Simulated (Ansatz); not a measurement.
**C₂H₇BZn: up Jacob's ladder to CCSD(T)**

One table from this session's results is given with a row withheld; the runs are named, their logs left out.

Program: Ansatz 0.2.0, Gaussian basis. Level of theory: functionals in def2-TZVPP, the program's frozen cores in correlated methods. These are calculated values, not measurements.

The runs, in order: PBE-D4, r2SCAN-D4, PBE0-D4, B3LYP-D4, ωB97X-V, ωB97M-V, B2PLYP; CCSD(T)/def2-TZVPP; MP2/def2-QZVPP; extrapolation to the limit.

### Structure used throughout

All runs share one geometry, relaxed beforehand with PBE0-D4 in a triple-zeta def2 set.

SMILES `B[CH2][Zn][CH3]`, 11 atoms, charge 0, spin multiplicity 1.

Atoms are counted from 1 here; the program's logs count them from 0.

Bond lengths: B1–C2 1.497 Å, B1–H5 1.203 Å, B1–H6 1.203 Å, C2–Zn3 2.003 Å, C2–H7 1.093 Å, C2–H8 1.093 Å, Zn3–C4 1.939 Å, C4–H9 1.093 Å, C4–H10 1.093 Å, C4–H11 1.092 Å. Angles: C2–B1–H5 120.8°, C2–B1–H6 120.8°, H5–B1–H6 118.1°, B1–C2–Zn3 92.5°, B1–C2–H7 120.3°, B1–C2–H8 120.3°, Zn3–C2–H7 102.2°, Zn3–C2–H8 102.2°, H7–C2–H8 112.5°, C2–Zn3–C4 175.1°, Zn3–C4–H9 110.6°, Zn3–C4–H10 110.5°, Zn3–C4–H11 111.1°, H9–C4–H10 108.1°, H9–C4–H11 108.2°, H10–C4–H11 108.2°.

Set-up of the first run:

Input file in.yaml:

```yaml
crystal:
  periodic: [false, false, false]
  atoms:
    - {symbol: B, position_ang: [-0.287178, 2.026041, 0.300724]}
    - {symbol: C, position_ang: [-1.320096, 0.954458, 0.458826]}
    - {symbol: Zn, position_ang: [-0.025319, -0.489243, -0.042187]}
    - {symbol: C, position_ang: [1.103047, -1.996020, -0.506256]}
    - {symbol: H, position_ang: [-0.088799, 2.538060, -0.769640]}
    - {symbol: H, position_ang: [0.437603, 2.323346, 1.213667]}
    - {symbol: H, position_ang: [-1.640659, 0.640945, 1.455404]}
    - {symbol: H, position_ang: [-2.104652, 0.830466, -0.291741]}
    - {symbol: H, position_ang: [1.835581, -2.185574, 0.281889]}
    - {symbol: H, position_ang: [1.645264, -1.796376, -1.433624]}
    - {symbol: H, position_ang: [0.510609, -2.903104, -0.646364]}
basis:
  gaussian: {orbitals: def2-TZVPP}
hamiltonian: {xc: pbe, dispersion: d4}
output: {forces: true, orbitals: {seedname: orbitals}}
```

Run with:

```bash
ansatz run in.yaml --threads 4 --pin off --events-out ev --progress --plain --max-ram 10444MiB
```

Among the steps run: PBE-D4 (GGA); r2SCAN-D4 (meta-GGA); PBE0-D4 (hybrid); B3LYP-D4 (hybrid); ωB97X-V (range-separated); ωB97M-V (range-separated); B2PLYP (double hybrid); CCSD(T) in def2-TZVPP; MP2 in def2-QZVPP.

One of the session's tables, all rows but one given; the rest of the session is left out.

It belongs to the step «Atomisation energies». 

| method | atomisation energy (kcal/mol) |
| --- | --- |
| PBE-D4 | 902.5 |
| r2SCAN-D4 | 899.7 |
| PBE0-D4 | 896.2 |
| B3LYP-D4 | ? |
| ωB97X-V | 894.3 |
| ωB97M-V | 894.9 |
| B2PLYP | 883.8 |
| HF/def2-TZVPP | 683.2 |
| MP2/def2-TZVPP | 883.0 |
| CCSD/def2-TZVPP | 862.3 |
| CCSD(T)/def2-TZVPP | 872.4 |
| MP2/CBS | 899.6 |
| CCSD(T)/CBS | 889.1 |

Estimate the missing values for B3LYP-D4.

**Answer.** atomisation energy (kcal/mol): 890.4. In the column «atomisation energy (kcal/mol)» it lies between CCSD(T)/CBS (889.1) and ωB97X-V (894.3).

Caveats from the session: Free atoms (1 B, 2 C, 1 Zn, 7 H) were run apart at each level; the atomisation energy is their sum less the molecule, without zero-point or spin-orbit terms.
